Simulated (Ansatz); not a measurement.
# AlB2H5O: a ladder of functionals and wavefunction methods

Aim: compute AlB2H5O with functionals from several rungs and with coupled cluster, and see how far each lands from CCSD(T) at the basis-set limit for the atomisation energy.

Computed with Ansatz 0.2.0, Gaussian basis. Level: functionals in def2-TZVPP, the program's frozen cores in correlated methods.

The runs, in order: LDA (SPW92), PBE-D4, revPBE-D4, BLYP-D4, r2SCAN-D4, B97M-V, PBE0-D4, B3LYP-D4, r2SCANh-D4, r2SCAN0-D4, HSE06-D4, BHLYP-D4, CAM-B3LYP-D4, LC-ωPBE, ωB97X-V, ωB97M-V, B2PLYP, PBE-QIDH; CCSD(T)/def2-SVP; CCSD(T)/def2-TZVPP; MP2/def2-QZVPP; extrapolation to the limit; RPA on PBE.

## (1) Structure used throughout

An earlier PBE0-D4 in a triple-zeta def2 set relaxation fixed the geometry.

9 atoms, charge 0, spin multiplicity 1.

Atoms are counted from 1 here; the program's logs count them from 0.

Bond lengths: B1–Al2 2.113 Å, B1–H5 1.201 Å, B1–H6 1.202 Å, Al2–B3 2.153 Å, Al2–H7 1.602 Å, B3–O4 1.357 Å, B3–H8 1.212 Å, O4–H9 0.962 Å. Angles: Al2–B1–H5 122.9°, Al2–B1–H6 123.0°, H5–B1–H6 114.1°, B1–Al2–B3 122.9°, B1–Al2–H7 118.1°, B3–Al2–H7 119.0°, Al2–B3–O4 119.3°, Al2–B3–H8 123.3°, O4–B3–H8 117.5°, B3–O4–H9 113.8°.

## (2) LDA

This LDA is Slater exchange with PW92 correlation.

in.yaml

```yaml
crystal:
  periodic: [false, false, false]
  atoms:
    - {symbol: B, position_ang: [-0.512778, 0.624481, -2.091496]}
    - {symbol: Al, position_ang: [0.414590, 0.820474, -0.203102]}
    - {symbol: B, position_ang: [0.009904, -0.509362, 1.440802]}
    - {symbol: O, position_ang: [0.724848, -1.657338, 1.557433]}
    - {symbol: H, position_ang: [-0.036624, -0.016106, -2.989404]}
    - {symbol: H, position_ang: [-1.574746, 1.122111, -2.353336]}
    - {symbol: H, position_ang: [1.417741, 2.049400, 0.020435]}
    - {symbol: H, position_ang: [-0.837011, -0.290510, 2.279977]}
    - {symbol: H, position_ang: [0.482477, -2.189550, 2.321692]}
basis:
  gaussian: {orbitals: def2-TZVPP}
hamiltonian: {xc: lda}
output: {orbitals: {seedname: orbitals}}
```

The run is started by

```bash
$ ansatz run in.yaml --threads 2 --pin off --events-out ev --progress --plain --max-ram 4352MiB
```

The runs that follow: PBE-D4 (GGA); revPBE-D4 (GGA); BLYP-D4 (GGA); r2SCAN-D4 (meta-GGA); B97M-V (meta-GGA); PBE0-D4 (hybrid); B3LYP-D4 (hybrid); r2SCANh-D4 (hybrid); r2SCAN0-D4 (hybrid); HSE06-D4 (hybrid); BHLYP-D4 (hybrid); CAM-B3LYP-D4 (range-separated); LC-ωPBE (range-separated); ωB97X-V (range-separated); ωB97M-V (range-separated); B2PLYP (double hybrid); PBE-QIDH (double hybrid); CCSD(T) in def2-SVP; CCSD(T) in def2-TZVPP; MP2 in def2-QZVPP; RPA on PBE orbitals.

**Question.** What will the summary of the whole plan be? Wanted: atomisation energy, CCSD(T)/CBS; farthest beyond LDA; mean size of error, GGA; mean size of error, meta-GGA; mean size of error, hybrid; mean size of error, range-separated; mean size of error, double hybrid; gap, smallest and largest; T1 diagnostic.

The runs gave:

| quantity | value |
| --- | --- |
| atomisation energy, CCSD(T)/CBS | 687.5 kcal/mol |
| functionals within 3.4 kcal/mol (0.5 %) | BLYP-D4, PBE0-D4, r2SCAN0-D4, HSE06-D4, LC-ωPBE, PBE-QIDH |
| farthest beyond LDA | BHLYP-D4 (-10.5 kcal/mol) |
| mean size of error, GGA | 5.7 kcal/mol |
| mean size of error, meta-GGA | 8.7 kcal/mol |
| mean size of error, hybrid | 3.9 kcal/mol |
| mean size of error, range-separated | 5.3 kcal/mol |
| mean size of error, double hybrid | 3.2 kcal/mol |
| gap, smallest and largest | 2.33 eV (LDA (SPW92)), 9.44 eV (LC-ωPBE) |
| T1 diagnostic | 0.0144 |
| triples share of the correlation energy | 3.3 % |

In words: The LDA atomisation energy is off by 90.8 kcal/mol (13 %): it overbinds. PBE-D4 is off by +10.2 kcal/mol. Double hybrids carry the basis error of their MP2 part in triple zeta, and no dispersion term here, so their miss is partly the set-up's. By mean error the best rung here is double hybrid (3.2 kcal/mol) and the worst beyond LDA is meta-GGA (8.7 kcal/mol). The gap between the best rungs is small, so their order is not settled. The reference freezes the cores and leaves out relativity and excitations past (T), so misses under about 3.4 kcal/mol can't be ranked. Hartree-Fock recovers 76 % of the binding; the rest is correlation. CCSD(T) in def2-SVP is off by -31.7 kcal/mol, so the small basis spoils what the method gains. The gap grows from 2.3 to 9.4 eV across the functionals, mostly with the share of exact exchange.
